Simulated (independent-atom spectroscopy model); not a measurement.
# ZnSe: spectra and optical constants from atomic data

What would one expect for ZnSe? Wanted: its fluorescence spectrum, its photoelectron survey, its electron mean free paths and its thin-foil X-ray spectrum.

Method: independent atoms, textbook formulas over atomic cross sections; no chemical shifts or fine structure; level and line energies, yields and scattering factors come from tables; computed with independent-atom spectroscopy model, version 2.

### Step 1. What is given

* formula: ZnSe
* density: 5.27 g/cm³ (nominal)
* molar mass: 144.35 g/mol
* atoms per volume: 44.0 per nm³

| element | atoms (%) | mass (%) |
| --- | --- | --- |
| Zn | 50.0 | 45.3 |
| Se | 50.0 | 54.7 |

### Step 2. XRF spectrum

Model: primary fluorescence of a thick sample under monochromatic X-rays (Sherman equation, cascade cross sections of xraylib); no secondary enhancement or detector response; lines over 1 keV and 0.3 percent, close pairs merged; depth is the 1/e depth of the way in and out.

Input values:

```json
{
  "elements": ["Zn", "Se"],
  "counts": [1, 1],
  "density": 5.27,
  "photon_energy": 40.0,
  "incidence_angle": 45,
  "take_off_angle": 45
}
```

Units: density in g/cm³, photon_energy in keV, incidence_angle in degrees, take_off_angle in degrees.

### Step 3. Photoelectron survey

Model: photoelectron survey: area = atoms x Dirac-Hartree-Slater cross section x dipole angular factor (unpolarised) x TPP-2M path with the stated gap; tabulated elemental binding energies, no chemical shifts, flat transmission; full shells over 14 eV, above 150 eV kinetic energy and 1 percent.

Input values:

```json
{
  "elements": ["Zn", "Se"],
  "counts": [1, 1],
  "density": 5.27,
  "photon_energy": 1486.7,
  "source_analyser_angle": 60,
  "valence_electrons": 18,
  "tpp_gap_parameter": 2.7
}
```

Units: density in g/cm³, photon_energy in eV, source_analyser_angle in degrees, tpp_gap_parameter in eV.

### Step 4. Inelastic and elastic paths

Model: electron mean free paths: inelastic by TPP-2M with the stated gap parameter, elastic and transport from Dirac partial-wave cross sections of free atoms, attenuation length as the inelastic path times 1 - 0.738 albedo.

Input values:

```json
{
  "elements": ["Zn", "Se"],
  "counts": [1, 1],
  "density": 5.27,
  "electron_energy": [170.0, 500.0, 700.0, 1000.0, 1030.0, 1400.0, 3000.0, 10000.0],
  "valence_electrons": 18,
  "tpp_gap_parameter": 2.7
}
```

Units: density in g/cm³, electron_energy in eV, tpp_gap_parameter in eV.

### Step 5. Thin-foil X-ray spectrum

Model: thin-foil X-ray emission: photons = atoms x relativistic binary-encounter-Bethe cross section (averaged denominator) with Coster-Kronig feeding x tabulated yield and branching; no absorption or detector response; main K, L (from Ca) and M (from Gd) lines over 0.5 percent, close pairs merged.

Input values:

```json
{
  "elements": ["Zn", "Se"],
  "counts": [1, 1],
  "density": 5.27,
  "beam_energy": 100.0,
  "range_end": 20
}
```

Units: density in g/cm³, beam_energy in keV, range_end in keV.

Q: Predict the outcome of this session. Wanted: strongest fluorescence line; depth of that line; strongest photoelectron peak; free-electron plasmon energy; strongest thin-foil line.

**Answer**, as computed:

| quantity | value |
| --- | --- |
| strongest fluorescence line | Se Kα1+2, 11.21 keV |
| depth of that line | 13.0 μm |
| strongest photoelectron peak | Zn 2p3/2, 1022 eV |
| inelastic path at 1000 eV | 1.94 nm |
| attenuation length there | 1.61 nm |
| free-electron plasmon energy | 23.3 eV |
| strongest thin-foil line | Se Lα1+2, 1.379 keV |

In the fluorescence the strongest is Se Kα1+2 at 11.21 keV; Se gives 56 % of the summed signal with 50 % of the atoms. Zn Kα1+2 follows closely at 82 %. The strongest feature of the survey is Zn 2p3/2 at 1022 eV. With 50 % of the atoms, Zn carries 70 % of the listed signal. Three attenuation lengths at 1000 eV make 4.8 nm, the depth that gives 95 % of the signal at normal exit. Above that the inelastic path grows about as energy to the power 0.81. In the thin-foil spectrum the strongest is Se Lα1+2 at 1.379 keV; Zn gives 51 % of the summed signal with 50 % of the atoms. Zn Lα1+2 follows closely at 98 %. Zn Lβ3+4 and Se Lℓ lie only 97 eV apart and may overlap. Bonding is absent from the model, so shifts and fine structure near edges are missing.
